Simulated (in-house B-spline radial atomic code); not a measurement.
# Ti: other nuclei and constants

Thought experiments on Ti: change the model or size of the nucleus and the speed of light, one thing at a time, and follow the levels.

The numbers are computed with in-house B-spline radial atomic code version 1 (Dirac-Hartree-Fock, average of configuration, Fermi nucleus, basis-set limit), except any that are marked as measured or tabulated.

## (1) Starting point

- element: titanium (Z = 22)
- charge: 0
- electrons: 22
- configuration: [Ar] 3d2 4s2
- Hamiltonian: Dirac-Coulomb
- nucleus: Fermi, rms radius 3.592 fm

The outer shells:

[Ar] 3d2 4s2
```
[Ar] core
3d [↑ ][↑ ][  ][  ][  ]
4s [↑↓]
```

The boxes draw the filling by Hund's rule, which heavy ions in jj coupling don't follow; these runs average over all states of the configuration.

Settings, as recorded:

```ini
Z = 22
electrons = 22.0
configuration = [Ar] 3d2 4s2
hamiltonian = dirac
method = hf
spin_polarised = False
nucleus = fermi
rms_radius = 3.5921
mass_number = 48
atomic_mass = 47.947940677
speed_of_light = 137.035999084
```

From the earlier run of the reference: total energy -852.819840 hartree (electron-nucleus part -2030.2791, recoil term 0.007754035). Levels, eight at most:

```tsv
orbital	occupation	energy (eV)	<r> (bohr)
2p1/2	2	-489.16	0.2869
2p3/2	4	-483.25	0.2894
3s1/2	2	-79.311	1.006
3p1/2	2	-49.597	1.085
3p3/2	4	-48.889	1.093
3d3/2	0.8	-10.824	1.497
3d5/2	1.2	-10.786	1.501
4s1/2	2	-6.086	3.741
```

## (2) Gaussian nucleus

Settings, as recorded:

```ini
Z = 22
electrons = 22.0
configuration = [Ar] 3d2 4s2
hamiltonian = dirac
method = hf
spin_polarised = False
nucleus = gauss
rms_radius = 3.5921
mass_number = 48
atomic_mass = 47.947940677
speed_of_light = 137.035999084
```

## (3) Uniform sphere

The settings differ from step 2 so:

```diff
@@ -6,3 +6,3 @@
 spin_polarised = False
-nucleus = gauss
+nucleus = sphere
 rms_radius = 3.5921
```

## (4) Nearly point-like nucleus (rms radius 0.01 fm)

The settings differ from step 3 so:

```diff
@@ -6,4 +6,4 @@
 spin_polarised = False
-nucleus = sphere
-rms_radius = 3.5921
+nucleus = gauss
+rms_radius = 0.01
 mass_number = 48
```

## (5) Rms radius × 0.98

The settings differ from step 4 so:

```diff
@@ -6,4 +6,4 @@
 spin_polarised = False
-nucleus = gauss
-rms_radius = 0.01
+nucleus = fermi
+rms_radius = 3.5203
 mass_number = 48
```

## (6) Rms radius × 1.02

The settings differ from step 5 so:

```diff
@@ -7,3 +7,3 @@
 nucleus = fermi
-rms_radius = 3.5203
+rms_radius = 3.6639
 mass_number = 48
```

## (7) Speed of light × 0.95

Settings, as recorded:

```ini
Z = 22
electrons = 22.0
configuration = [Ar] 3d2 4s2
hamiltonian = dirac
method = hf
spin_polarised = False
nucleus = fermi
rms_radius = 3.5921
mass_number = 48
atomic_mass = 47.947940677
speed_of_light = 130.1841991298
```

By how much, and in which direction, does each change move the total energy and the levels?

**Answer**, as computed:

All values are changes from the reference run; energy changes under 2e-05 eV count as noise.

| change | Δ total energy (eV) | Δ 1s1/2 level (eV) | Δ 4s1/2 level (eV) |
| --- | --- | --- | --- |
| Gaussian nucleus | -2.59e-05 | -1.118e-05 | below noise |
| uniform sphere | +2.349e-05 | +1.015e-05 | below noise |
| nearly point-like nucleus (rms radius 0.01 fm) | -0.04935 | -0.02142 | below noise |
| rms radius × 0.98 | -0.001927 | -0.0008318 | below noise |
| rms radius × 1.02 | +0.001964 | +0.000848 | below noise |
| speed of light × 0.95 | -13.27 | -3.577 | -0.005235 |

The largest shift, -13.27 eV, belongs to the run "speed of light × 0.95". A radius 2 % larger raises the energy by 0.00196 eV, and one 2 % smaller lowers it by 0.00193 eV. At a fixed rms radius the shape of the nuclear charge matters less than that: at most 2.6e-05 eV.
